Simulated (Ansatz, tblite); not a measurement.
**The cluster Sn2F5−: a ladder of methods and basis sets**

An exercise on one series of results from a longer session: the logs are not shown, and one member is left open.

Method: as each input shows; program: Ansatz 0.2.0, Gaussian basis.

The runs, in order: GFN1-xTB, GFN2-xTB, PBE-D4/def2-TZVPD, r2SCAN-D4/def2-TZVPD, r2SCAN0-D4/def2-TZVPD, CAM-B3LYP-D4/def2-TZVPD, ωB97M-V/def2-TZVPD, CCSD(T)/def2-SVPD, MP2/def2-TZVPD.

6 further runs of the same task are left out: 6 set aside as unsound or not needed.

## The geometry

The geometry is that of the singlet, from an earlier relaxation (B3LYP-D4/def2-SVPD). At that level it is the lowest of the isomers that a small search found.

7 atoms, charge -1, spin multiplicity 1.

Bond lengths: Sn1–F3 2.037 Å, Sn1–F4 2.036 Å, Sn1–F6 2.185 Å, Sn2–F5 2.036 Å, Sn2–F6 2.185 Å, Sn2–F7 2.037 Å. Angles: F3–Sn1–F4 95.3°, F3–Sn1–F6 85.0°, F4–Sn1–F6 91.9°, F5–Sn2–F6 91.9°, F5–Sn2–F7 95.3°, F6–Sn2–F7 85.0°, Sn1–F6–Sn2 115.2°.

Sn takes a core potential in the def2 sets. No spin-orbit coupling is included. The ion is computed in the gas phase, without counter-ions or solvent.

PBE0-D4/def2-TZVPD was run before; its log isn't repeated, and its numbers join the tables.

Set-up of the first run:

Tight binding, by tblite at 300 K electronic temperature and without a spin-polarisation term:

```python
tblite.interface.Calculator('GFN1-xTB', numbers, positions, charge=-1, uhf=0).singlepoint()
```

Tight binding, by tblite at 300 K electronic temperature and without a spin-polarisation term:

```python
tblite.interface.Calculator('GFN2-xTB', numbers, positions, charge=-1, uhf=0).singlepoint()
```

start.molden holds the orbitals of an earlier run on this state, given as this run's starting guess.

Input file in.yaml:

```yaml
crystal:
  periodic: [false, false, false]
  atoms:
    - {symbol: Sn, position_ang: [1.225582, 0.041395, -1.393762]}
    - {symbol: Sn, position_ang: [-1.090769, -0.409630, 1.442822]}
    - {symbol: F, position_ang: [2.002588, -0.670929, 0.348976]}
    - {symbol: F, position_ang: [2.296677, 1.773020, -1.382690]}
    - {symbol: F, position_ang: [-3.006498, 0.198880, 1.117279]}
    - {symbol: F, position_ang: [-0.328230, 0.907110, -0.125467]}
    - {symbol: F, position_ang: [-1.099360, -1.839855, -0.007158]}
basis:
  gaussian: {orbitals: def2-TZVPD, initial_orbitals: start.molden}
total_charge: -1
hamiltonian: {xc: pbe, dispersion: d4}
scf: {omitted_lower_state_checks: [starts]}
output: {forces: true, orbitals: {seedname: orbitals}}
```

The run is started by

```
ansatz run in.yaml --threads 4 --pin off --events-out ev --progress --plain --max-ram 8704MiB
```

Among the steps run: PBE-D4/def2-TZVPD; r2SCAN-D4/def2-TZVPD; r2SCAN0-D4/def2-TZVPD; CAM-B3LYP-D4/def2-TZVPD; ωB97M-V/def2-TZVPD; CCSD(T)/def2-SVPD; MP2/def2-TZVPD.

One table of the session follows, with a row left open; its other results are not shown here.

It belongs to the step «Levels side by side». 

```
                  level  HOMO (eV)  LUMO (eV)  gap (eV)
      PBE-D4/def2-TZVPD          ?          ?         ?
   r2SCAN-D4/def2-TZVPD      -2.87       2.04      4.91
     PBE0-D4/def2-TZVPD      -3.74       2.44      6.18
  r2SCAN0-D4/def2-TZVPD      -3.96       2.62      6.58
CAM-B3LYP-D4/def2-TZVPD      -5.08       3.21      8.29
     ωB97M-V/def2-TZVPD      -5.88       3.51      9.40
```

**Question.** Estimate the row for PBE-D4/def2-TZVPD.

The run gave: HOMO (eV): -2.59; LUMO (eV): 1.78; gap (eV): 4.37. In the column «HOMO (eV)» it is the highest.
